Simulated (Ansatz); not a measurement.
**Ru: a surface, (0001), 4 layers**

What do the surfaces of Ru (0001), 4 layers cost, and how tightly do they hold an electron? The runs shown use PAW. Its runs: bulk cell relaxed (PAW); bulk in the slab's orientation (PAW); the reference run (PAW); atoms relaxed (PAW); no images along the normal (PAW); field of 0.2 V/Å along the normal (PAW); core holes in 3d of Ru (PAW).

Computed with Ansatz 0.2.0 (DFT, PBE, PAW with Ansatz's default frozen-core files, scalar-relativistic, unless a step's input says otherwise).

### Step 1. The structure to begin with

The structure is hexagonal, space group P6_3/mmc (No. 194). The conventional cell has a = 2.697 Å, b = 2.697 Å, c = 4.370 Å, α = 90.00°, β = 90.00°, γ = 120.00°. Around Ru (site symmetry -6m2) lie 12 Ru at 2.68 to 2.70 Å.

Coordinates:

```
CELL_PARAMETERS angstrom
2.69744 0.00000 0.00000
-1.34872 2.33605 0.00000
0.00000 0.00000 4.36985
ATOMIC_POSITIONS crystal
Ru 0.33333 0.66667 0.25000
Ru 0.66667 0.33333 0.75000
```

Atoms are numbered in the order of the input: Ru1, Ru2.

### Step 2. Bulk cell relaxed, PAW

Input file input.yaml:

```yaml
crystal:
  lattice:
    - [2.6974396414, 0.0, 0.0]
    - [-1.3487198207, 2.3360512546, 0.0]
    - [0.0, 0.0, 4.3698522191]
  atoms:
    - { symbol: Ru, position: [0.3333333333, 0.6666666667, 0.25] }
    - { symbol: Ru, position: [0.6666666667, 0.3333333333, 0.75] }
kpoints:
  mp_grid: { grid: [18, 18, 10] }
scf:
  occupations: { method: fermi_dirac, width: 0.08 }
hamiltonian:
  xc: pbe
  pseudopotentials: { kind: paw }
output:
  forces: true
  stress: true
  write_density: true
  write_potential: true
  elf: true
  volumetric_format: npy
relax:
  f_tol: 0.005
  max_steps: 40
  cell: {}
```

Launch:

```
> ansatz run input.yaml --threads 1 --pin off --max-ram 3584MiB --backend cpu --events-out ev --progress --plain --runs-dir out
```

Further steps of the session: Bulk in the slab's orientation, PAW; Slab as cut, PAW; Atoms relaxed, PAW; No images along the normal, PAW; Field of 0.2 V/Å along the normal, PAW; Core holes in 3d of Ru, PAW.

**Question.** What will these runs give? Wanted: surface energy; work function; outer layer spacing; core-level shifts among the layers.

As calculated:

```
                                      quantity                    value
                 surface energy (PAW, relaxed)                2.63 J/m²
                  work function (PAW, relaxed)                  5.00 eV
                     outer layer spacing (PAW)            2.15 → 2.07 Å
core-level shifts among the layers (PAW holes)  Ru1 +0.00, Ru2 +0.52 eV
```

In words: By PAW the surface costs 2.70 J/m² as cut and 2.63 J/m² relaxed. The outermost spacing changes by -3.6 % (PAW). The field of 0.2 V/Å along the normal induces a dipole of 0.071 e·Å per cell (PAW). Thickness wasn't converged, and no reconstruction was sought.
